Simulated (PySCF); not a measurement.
**C5H4F2O: runs on many settings**

Aim: see how C5H4F2O (`CO/C(F)=C1C=C\1F`) answers to the choice of functional, basis, grid and SCF options, and what happens with inputs that are wrong on purpose.

Programs: PySCF 2.14.0, with density-fitted response routines of our own. Each step states its level of theory. These are calculated values for one molecule, in the gas phase or a continuum, unless marked as measured. Atoms are numbered from 0 throughout.

## Step 1: The molecule as given

12 atoms, charge 0, multiplicity 1; geometry from: GFN2-xTB.

Bonds of the start (Å): C0–O1 1.42, O1–C2 1.35, C2–F3 1.37, C2–C4 1.31, C4–C5 1.48, C5–C6 1.31, C6–F7 1.30, C6–C4 1.44, C0–H8 1.09, C0–H9 1.09, C0–H10 1.09, C5–H11 1.06.

## Step 2: Shielding tensors: PBE0/pcSseg-1

Job settings and geometry (Å):

```
{"job": {"kind": "nmr", "xc": "PBE0", "basis": "pcSseg-1"}, "charge": 0, "multiplicity": 1}
C     -2.277790     0.098355     0.298819
O     -1.191241     0.340415    -0.588372
C     -0.113746    -0.449401    -0.409334
F     -0.390796    -1.793039    -0.451681
C      1.114249    -0.048670    -0.190450
C      2.149025     1.009229    -0.075135
C      2.539262    -0.244612    -0.082475
F      3.509943    -1.114368    -0.032235
H     -3.071913     0.771158    -0.015608
H     -1.991709     0.315956     1.332303
H     -2.620270    -0.936823     0.225783
H      2.346184     2.051112    -0.037641
```

Level: GIAO PBE0/pcSseg-1 NMR shielding, non-relativistic, gas phase.

On the command line:

```bash
OMP_NUM_THREADS=1 python probes_run.py task.json out
```

One launch serves the whole session: the jobs run in the order shown.

The log of the run:

```text
coarse grid: 11168 points
cycle   1  E = -466.9801847321  dE =  1.542e+00  |g| = 7.190e-01  |ddm| = 3.297e+00
cycle   2  E = -466.9083581245  dE =  7.183e-02  |g| = 9.819e-01  |ddm| = 1.443e+00
cycle   3  E = -467.0678575633  dE = -1.595e-01  |g| = 1.012e-01  |ddm| = 8.722e-01
cycle   4  E = -467.0694650527  dE = -1.607e-03  |g| = 5.811e-02  |ddm| = 1.493e-01
cycle   5  E = -467.0702035608  dE = -7.385e-04  |g| = 1.018e-02  |ddm| = 5.444e-02
cycle   6  E = -467.0702194464  dE = -1.589e-05  |g| = 5.518e-03  |ddm| = 1.283e-02
cycle   7  E = -467.0702260420  dE = -6.596e-06  |g| = 1.026e-03  |ddm| = 5.393e-03
final grid: 111944 points
cycle   8  E = -467.1416763954  dE = -2.879e-05  |g| = 1.071e-02  |ddm| = 3.244e-02
cycle   9  E = -467.1416498964  dE =  2.650e-05  |g| = 1.625e-02  |ddm| = 1.896e-02
cycle  10  E = -467.1416971761  dE = -4.728e-05  |g| = 1.555e-03  |ddm| = 1.253e-02
cycle  11  E = -467.1416977014  dE = -5.254e-07  |g| = 3.452e-04  |ddm| = 1.627e-03
cycle  12  E = -467.1416977234  dE = -2.195e-08  |g| = 1.414e-04  |ddm| = 3.869e-04
cycle  13  E = -467.1416977276  dE = -4.193e-09  |g| = 4.690e-05  |ddm| = 1.658e-04
cycle  14  E = -467.1416977280  dE = -4.387e-10  |g| = 1.149e-05  |ddm| = 5.003e-05
converged SCF energy = -467.1416977280

GIAO shielding tensors (ppm)
atom      isotropic    diamagn.    paramagn.     s11        s22        s33       span
  0 C      127.446     244.527    -117.082     91.371    107.189    183.776     92.405
  1 O      254.041     398.008    -143.968    200.421    254.390    307.311    106.890
  2 C       34.289     248.718    -214.429     -1.115     47.723     56.260     57.376
  3 F      312.178     478.096    -165.918    252.690    332.729    351.116     98.426
  4 C       94.266     246.424    -152.158     34.869     60.952    186.978    152.109
  5 C       95.194     254.085    -158.891      9.001    105.996    170.584    161.582
  6 C       25.740     259.033    -233.292    -87.729     79.869     85.081    172.810
  7 F      296.207     468.452    -172.245    131.761    267.772    489.087    357.326
  8 H       27.797      28.280      -0.483     24.173     25.663     33.556      9.383
  9 H       28.306      29.545      -1.239     24.923     26.257     33.738      8.815
 10 H       27.394      28.798      -1.403     23.330     26.188     32.665      9.336
 11 H       25.938      31.026      -5.088     24.323     24.475     29.017      4.694
```

Run time: 74 s. Hardware: 1 thread, shared host.

Shifts follow as δ = σ(reference) − σ, with reference shieldings (ppm) from runs at the same level and on the same kind of geometry: ¹H TMS 31.72, ¹³C TMS 186.9, ¹⁹F CFCl3 170.9, ¹⁷O H2O 336.1. The references are single molecules in the gas phase, so shifts against H2O, NH3, PH3, H3PO4 or CFCl3 are not on the usual liquid scales and can be off by tens of ppm. Atoms listed in one row are averaged.

```csv
atoms,environment,σ (ppm),δ (ppm),δ scaled to CDCl3
C6,fully substituted alkene carbon,25.7,161.2,155.4
C2,alkene carbon bearing oxygen,34.3,152.6,147.1
C4,β carbon of an enol-ether or enamine type C=C,94.3,92.7,88.5
C5,alkene CH,95.2,91.7,87.6
C0,methyl carbon bonded to O,127.4,59.5,56.1
H11,hydrogen on an alkene CH,25.94,5.78,5.55
"H8, H9, H10",hydrogen on a methyl carbon bonded to O,27.83,3.88,3.77
O1,ether oxygen,254.0,82.0,–
F7,vinylic fluorine,296.2,-125.3,–
F3,vinylic fluorine,312.2,-141.2,–
```

The scaled column applies a straight-line fit of computed shieldings to shifts measured in CDCl3, and one for carbons that bear F (root-mean-square error 0.16 ppm for H, 1.9 ppm for C).

The run also stored atomic charges by several schemes (e):

```csv
atoms,Mulliken,IAO,Hirshfeld,ESP fit
C0,-0.03,-0.21,-0.04,-0.12
O1,-0.48,-0.34,-0.13,-0.24
C2,0.41,0.35,0.09,0.19
F3,-0.31,-0.30,-0.11,-0.18
C4,-0.08,-0.09,-0.07,-0.08
C5,-0.09,-0.18,-0.04,-0.28
C6,0.34,0.34,0.11,0.26
F7,-0.19,-0.20,-0.03,-0.09
```

Mayer bond orders: C0–O1 0.88, O1–C2 1.04, C2–F3 0.90, C2–C4 1.70, C4–C5 0.73, C5–C6 1.68, C6–F7 1.08, C6–C4 0.99.

Ring of atoms C4, C5, C6: NICS(0) -28.5, NICS(1) -4.8, NICS(1)zz -5.0 ppm (means of both faces).

The fields below are evaluated on a grid from the run's orbitals.

Frontier orbitals at PBE0/pcSseg-1, with the share of their density that lies nearest to each atom:

| orbital | energy (eV) | lies on |
| --- | --- | --- |
| HOMO | -5.82 | C2 29 %; C4 23 %; C5 14 % |
| LUMO | -0.28 | C5, C6 about 36 % each; H11 13 %; F7 8 % |

ELF in a plane through or near 9 of the atoms.

Values, 10 rows by 14 columns:
```
0.00 0.00 0.00 0.00 0.00 0.00 0.00 0.00 0.00 0.00 0.00 0.00 0.00 0.00
0.00 0.00 0.00 0.00 0.01 0.00 0.00 0.00 0.00 0.00 0.00 0.00 0.00 0.00
0.00 0.00 0.00 0.49 0.99 0.47 0.00 0.00 0.00 0.00 0.01 0.00 0.00 0.00
0.00 0.00 0.00 0.40 0.99 0.63 0.10 0.03 0.24 0.05 0.94 0.83 0.00 0.00
0.00 0.00 0.01 0.39 0.20 0.91 0.48 0.16 0.75 0.44 0.99 0.95 0.01 0.00
0.00 0.00 0.19 0.31 0.27 0.49 0.66 0.24 0.44 0.56 0.89 0.07 0.00 0.00
0.00 0.02 0.66 0.82 0.37 0.65 0.17 0.73 0.28 0.34 1.00 0.40 0.00 0.00
0.00 0.00 0.13 0.55 0.05 0.00 0.44 0.85 0.76 0.01 0.16 0.00 0.00 0.00
0.00 0.00 0.00 0.00 0.00 0.00 0.05 0.18 0.08 0.00 0.00 0.00 0.00 0.00
0.00 0.00 0.00 0.00 0.00 0.00 0.00 0.00 0.00 0.00 0.00 0.00 0.00 0.00
```
The map spans 12.1 Å across and 9.1 Å up, centred on the molecule. Atoms in the plane (x, y in Å): C0 (2.3, 0.2), C2 (0.1, -0.5), F3 (0.4, -1.8), C4 (-1.1, -0.1), C5 (-2.2, 0.9), C6 (-2.5, -0.3), H8 (3.0, 0.9), H10 (2.7, -0.8), H11 (-2.4, 2.0).

log10 of the density (e/Å³) in the same plane.

Ten even steps from ' ' (-4.0) to '@' (1.3):
```
                                                        
                                                        
            ..::::::..                                  
          ..::--==----::..                              
        ..::--++++++==--::..      ....::::....          
        ..--==**##**++==--::::::::::--------::..        
        ::--++######**++==--==========++++++==::..      
      ..::==++##%%%%##**++==++++********##**++--..      
      ..--==++##%%%%####**++****##########**++--::      
      ::--==**##%%####%%####**######%%@@##**++--::      
    ..--==++**%%@@##%%@@%%%%%%############++==--..      
    ::==++##################%%##**++**####++==::..      
    ::==**%%%%##**********######**++++****++--::        
    ::==++##%%**++++====++##@@@@##++==++++==--..        
    ..--==++++++==----==++##%%%%##++==----::..          
      ..::--==--::..::--==++****++==--......            
          ..::..      ..--========--..                  
                        ..::::::::..                    
                                                        
                                                        
```
The map spans 12.1 Å across and 9.1 Å up, centred on the molecule. Atoms in the plane (x, y in Å): C0 (2.3, 0.2), C2 (0.1, -0.5), F3 (0.4, -1.8), C4 (-1.1, -0.1), C5 (-2.2, 0.9), C6 (-2.5, -0.3), H8 (3.0, 0.9), H10 (2.7, -0.8), H11 (-2.4, 2.0).

On the surface of density 0.002 e/bohr³ the electrostatic potential runs, from the 1st to the 99th percentile, from -1.21 V near O1 to 1.55 V near H11.

## Step 3: TDDFT and polarisability: PBE0/def2-SVPD

Same as in step 2 but for these lines:

```diff
@@ -1,2 +1,2 @@
-{"job": {"kind": "nmr", "xc": "PBE0", "basis": "pcSseg-1"}, "charge": 0, "multiplicity": 1}
+{"job": {"kind": "uv", "xc": "PBE0", "basis": "def2-SVPD", "nstates": 6, "ntriplets": 2}, "charge": 0, "multiplicity": 1}
 C     -2.277790     0.098355     0.298819
```

Level: TDDFT PBE0/def2-SVPD, vertical, gas phase, core orbitals frozen in the response.

The log of the run:

```text
coarse grid: 11168 points
cycle   1  E = -466.7121416817  dE =  1.479e+00  |g| = 6.716e-01  |ddm| = 5.805e+00
cycle   2  E = -466.6407131315  dE =  7.143e-02  |g| = 9.275e-01  |ddm| = 1.961e+00
cycle   3  E = -466.7941831872  dE = -1.535e-01  |g| = 1.012e-01  |ddm| = 1.130e+00
cycle   4  E = -466.7958361498  dE = -1.653e-03  |g| = 5.703e-02  |ddm| = 2.564e-01
cycle   5  E = -466.7965625682  dE = -7.264e-04  |g| = 9.005e-03  |ddm| = 9.393e-02
cycle   6  E = -466.7965743326  dE = -1.176e-05  |g| = 5.233e-03  |ddm| = 1.835e-02
cycle   7  E = -466.7965805467  dE = -6.214e-06  |g| = 8.113e-04  |ddm| = 8.181e-03
final grid: 111944 points
cycle   8  E = -466.8678173570  dE = -2.596e-05  |g| = 1.004e-02  |ddm| = 1.043e-01
cycle   9  E = -466.8677919279  dE =  2.543e-05  |g| = 1.536e-02  |ddm| = 2.897e-02
cycle  10  E = -466.8678367932  dE = -4.487e-05  |g| = 1.517e-03  |ddm| = 1.702e-02
cycle  11  E = -466.8678373307  dE = -5.376e-07  |g| = 3.150e-04  |ddm| = 2.359e-03
cycle  12  E = -466.8678373506  dE = -1.988e-08  |g| = 1.193e-04  |ddm| = 6.654e-04
cycle  13  E = -466.8678373536  dE = -3.023e-09  |g| = 4.376e-05  |ddm| = 2.312e-04
cycle  14  E = -466.8678373540  dE = -4.075e-10  |g| = 1.185e-05  |ddm| = 7.956e-05
converged SCF energy = -466.8678373540

Static polarisability (au): isotropic 65.555, principal 44.533 60.841 91.291

Singlet excitations
state   eV       nm        f      main configurations
  1   4.3410    285.6   0.02792   H->L 0.98
  2   5.0437    245.8   0.00044   H->L+1 0.97
  3   5.7460    215.8   0.01240   H->L+2 0.77, H->L+3 0.10
  4   6.0778    204.0   0.00786   H->L+3 0.85, H->L+2 0.12
  5   6.5997    187.9   0.07918   H->L+4 0.71, H->L+5 0.11, H->L+2 0.08
  6   6.7899    182.6   0.00241   H->L+6 0.60, H->L+5 0.14

Triplet excitations (Tamm-Dancoff, eV): 3.2044 4.7180
```

Wall time 89 s (1 thread, shared host).

Frontier orbitals and where they lie:

| orbital | eV | atoms |
| --- | --- | --- |
| HOMO−3 | -10.23 | O1 20 %, C4 18 %, C5 12 % |
| HOMO−2 | -9.98 | O1 21 %, C4 17 %, C0 12 % |
| HOMO−1 | -8.81 | O1 52 %, C0 14 %, H10 7 % |
| HOMO | -5.92 | C2 26 %, C4 24 %, C5 14 % |
| LUMO | -0.45 | C5 38 %, C6 32 %, F7 9 % |
| LUMO+1 | 0.40 | C6 34 %, C5 19 %, F7 15 % |
| LUMO+2 | 0.96 | C0 29 %, H8 11 %, C2 9 % |

With each of the 6 states as a Gaussian band of 0.4 eV half-width at 1/e, the curve within the window shown has maxima at 286 nm (ε 1,100), 188 nm (ε 3,300) L/(mol cm). Beyond the last state computed it falls off for lack of states. The curve at chosen wavelengths:

nm, ε (L/mol/cm) and a bar:
```
      175        770 ######
      181       2238 ####################
      187       3315 ##############################
      194       2710 ########################
      200       1635 ##############
      206       1025 #########
      212        797 #######
      219        606 #####
      225        408 ###
      231        233 #
      237        123 
      244         87 
      250        130 
      256        247 #
      262        440 ###
      269        722 ######
      275        948 ########
      281       1095 #########
      287       1129 ##########
      294       1030 #########
      300        866 #######
      306        674 #####
      312        490 ####
      319        314 ##
      325        202 #
      331        125
```

Leading natural transition orbitals of singlet state 5: the hole lies on C2 29 %; C4 23 %; C5 13 %; the particle on H9 22 %; H8, H10 about 16 % each; H11 8 %.

Leading natural transition orbitals of singlet state 1: the hole lies on C2, C4 about 31 % each; O1 11 %; C5 9 %; the particle on C5, C6 about 35 % each; H11 15 %; F7 7 %.

Ground-state properties from the same run:

```
           property  computed
  dipole moment (D)      2.39
polarisability (Å³)      9.71
 HOMO–LUMO gap (eV)      5.46
      −ε(HOMO) (eV)      5.92
```

[end of part 1 of 2]
